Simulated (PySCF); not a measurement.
# GaI⁻: spin, charge, geometry and surroundings

One physical setting of the base script is moved in each run, with the edits that it forces.

Computed with PySCF 2.14.0. Level: each script names its method and basis.

3 further runs of the same task are left out: 1 for a known fault of the program, 2 that didn't finish.

## (1) The starting structure

GaI⁻: 2 atoms, charge -1, spin multiplicity 2.

Bond lengths: Ga1–I2 2.746 Å.

## (2) Base script

Contents of input.py:

```python
from pyscf import gto, dft
from pyscf.prop.polarizability import uhf as pol

mol = gto.M(
    atom='Ga 0 0 0; I 0 0 2.746',
    basis='lanl2dz',
    ecp={'Ga': 'lanl2dz', 'I': 'lanl2dz'},
    charge=-1,
    spin=1,
    verbose=4,
)
mf = dft.UKS(mol, xc='b3lyp')
mf.kernel()
print('polarizability (a.u.)')
print(pol.Polarizability(mf).polarizability().round(4))
mf.dip_moment()
print('orbital energies (hartree):', [e[max(0, n-3):n+3].round(4) for e, n in zip(mf.mo_energy, mol.nelec)])
```

Launch:

```
$ OMP_NUM_THREADS=1 python input.py
```

The log of this run is left out.

In short: E(SCF) = -13.512240 Eh, 8 cycles, ⟨S²⟩ = 0.751, α(xx, yy, zz) = 23.9, 30.3, 93.4 bohr³.

The bond length is a typed value, not an optimised one. The dipole of an ion depends on the origin.

## (3) Sextet

Run 1 changes spin (2S): 1 → 5.

Contents of input.py:

```python
from pyscf import gto, dft
from pyscf.prop.polarizability import uhf as pol

mol = gto.M(
    atom='Ga 0 0 0; I 0 0 2.746',
    basis='lanl2dz',
    ecp={'Ga': 'lanl2dz', 'I': 'lanl2dz'},
    charge=-1,
    spin=5,
    verbose=4,
)
mf = dft.UKS(mol, xc='b3lyp')
mf.kernel()
print('polarizability (a.u.)')
print(pol.Polarizability(mf).polarizability().round(4))
mf.dip_moment()
print('orbital energies (hartree):', [e[max(0, n-3):n+3].round(4) for e, n in zip(mf.mo_energy, mol.nelec)])
```

Launch:

```
$ OMP_NUM_THREADS=1 python input.py
```

## (4) Bond 2.938 Å

Run 2 changes bond length: 2.746 Å → 2.938 Å.

input.py: that of step 2 with these lines changed.

```diff
@@ -4,3 +4,3 @@
 mol = gto.M(
-    atom='Ga 0 0 0; I 0 0 2.746',
+    atom='Ga 0 0 0; I 0 0 2.938',
     basis='lanl2dz',
```

## (5) Bond 2.416 Å

Run 3 changes bond length: 2.746 Å → 2.416 Å.

input.py: that of step 2 with these lines changed.

```diff
@@ -4,3 +4,3 @@
 mol = gto.M(
-    atom='Ga 0 0 0; I 0 0 2.746',
+    atom='Ga 0 0 0; I 0 0 2.416',
     basis='lanl2dz',
```

Before running it: what results should come out? Wanted: for each run, E(SCF); from base; gap, α spin.

As calculated:

```csv
run,E(SCF) (hartree),from base (eV),cycles,"gap, α spin (eV)"
base,-13.512240,0,8,1.31
sextet,-13.196705,+8.5861,8,7.28
bond 2.938 Å,-13.517046,-0.1308,8,1.33
bond 2.416 Å,-13.482219,+0.8169,8,1.27
```

What this shows: The highest filled level of this anion is positive: the basis lacks diffuse functions or the electron is not bound, so these numbers hang on the basis. Of the runs whose energies can be compared, “sextet” moves the SCF energy most (+8.586 eV). The sextet solution found lies 8.59 eV above the base doublet at this geometry and level.
